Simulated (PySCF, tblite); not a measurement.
# C₅H₁₂O₂SSi: geometry, infrared bands and NMR shifts

What infrared bands and NMR shifts should C₅H₁₂O₂SSi (`CC(C)O[C@@H]1CO[SiH2]S1`) show?

The runs use tblite 0.8.0 and PySCF 2.14.0, with density-fitted response routines of our own; the level of theory stands in each step. All values are computed, except where a source is named. Atoms are numbered from 0 throughout.

**1. Starting geometry**

21 atoms, charge 0, multiplicity 1; geometry from: force field or distance geometry start.

Bonds of the start (Å): C0–C1 1.51, C1–C2 1.52, C1–O3 1.43, O3–C4 1.43, C4–C5 1.55, C5–O6 1.44, O6–Si7 1.68, Si7–S8 2.14, S8–C4 1.83, C0–H9 1.11, C0–H10 1.09, C0–H11 1.09, C1–H12 1.12, C2–H13 1.10, C2–H14 1.11, C2–H15 1.09, C4–H16 1.10, C5–H17 1.09, C5–H18 1.09, Si7–H19 1.48, Si7–H20 1.48.

**2. Relaxing the molecule with GFN2-xTB**

The job: settings as JSON, then the geometry in Å.

```
{"job": {"kind": "relax", "xc": "GFN2-xTB", "basis": "xTB"}, "charge": 0, "multiplicity": 1}
C     -2.071200     1.273600    -0.383200
C     -1.600400    -0.090400     0.068200
C     -2.572600    -1.179000    -0.346600
O     -0.343000    -0.393100    -0.548000
C      0.789000     0.126700     0.152500
C      1.973700     0.204300    -0.838600
O      3.200100     0.521600    -0.153700
Si     3.371300    -0.338700     1.277100
S      1.338300    -0.954600     1.518800
H     -3.075200     1.501500     0.027400
H     -1.396000     2.064100    -0.063500
H     -2.130900     1.324400    -1.474100
H     -1.512900    -0.113700     1.180500
H     -2.675400    -1.211500    -1.443400
H     -3.574400    -0.998900     0.088500
H     -2.227700    -2.160800    -0.022300
H      0.589600     1.132100     0.549800
H      1.790400     0.986200    -1.576800
H      2.097800    -0.722100    -1.404400
H      4.249500    -1.516600     1.083500
H      3.771200     0.561700     2.380300
```

On the command line:

```console
> OMP_NUM_THREADS=1 python probes_run.py task.json out
```

One launch serves the whole session: the jobs run in the order shown.

**Question.** This job is followed by: GFN2-xTB harmonic vibrations, gas phase; GIAO PBE0/pcSseg-1 NMR shielding, non-relativistic, gas phase. Predict these results of the whole session: strongest single infrared mode (GFN2-xTB); zero-point energy (GFN2-xTB); 13C shifts against TMS (PBE0/pcSseg-1); 1H shifts against TMS (PBE0/pcSseg-1, means over atoms taken as alike); 17O shifts against H2O (PBE0/pcSseg-1); 29Si shifts against TMS (PBE0/pcSseg-1); 33S shifts against CS2 (PBE0/pcSseg-1).

The runs gave:

| quantity | value |
| --- | --- |
| strongest single infrared mode (GFN2-xTB) | 2338 cm⁻¹, 272 km/mol |
| zero-point energy (GFN2-xTB) | 103.2 kcal/mol |
| 13C shifts against TMS (PBE0/pcSseg-1) | 93.2, 76.6, 73.7, 25.3, 20.7 ppm |
| 1H shifts against TMS (PBE0/pcSseg-1, means over atoms taken as alike) | 5.93, 5.86, 5.51, 4.41, 3.95, 3.69, 1.25, 1.16 ppm |
| 17O shifts against H2O (PBE0/pcSseg-1) | 97.4, 30.4 ppm |
| 29Si shifts against TMS (PBE0/pcSseg-1) | 7.6 ppm |
| 33S shifts against CS2 (PBE0/pcSseg-1) | -123 ppm |

Over 77 steps the energy fell by 0.252 eV; of the close pairs, O3–C4 changed most, 1.429 to 1.371 Å. No mode is imaginary among the 57: a minimum at this level. The strongest single mode, at 2338 cm⁻¹, moves mainly H19. GFN2-xTB is a fitted tight-binding method: band positions and strengths are rough. Its intensities can rank the bands wrongly. The most deshielded carbon is C4 (sp3 CH bonded to O and S), at 93.2 ppm: deshielded by the electronegative neighbour. H16 (hydrogen on an sp3 CH bonded to O and S) lies farthest downfield among hydrogen, at 5.93 ppm; its carbon carries O, which withdraws density. At PBE0/pcSseg-1: Shielding is most anisotropic at S8 (span 502 ppm, paramagnetic term -434 ppm).
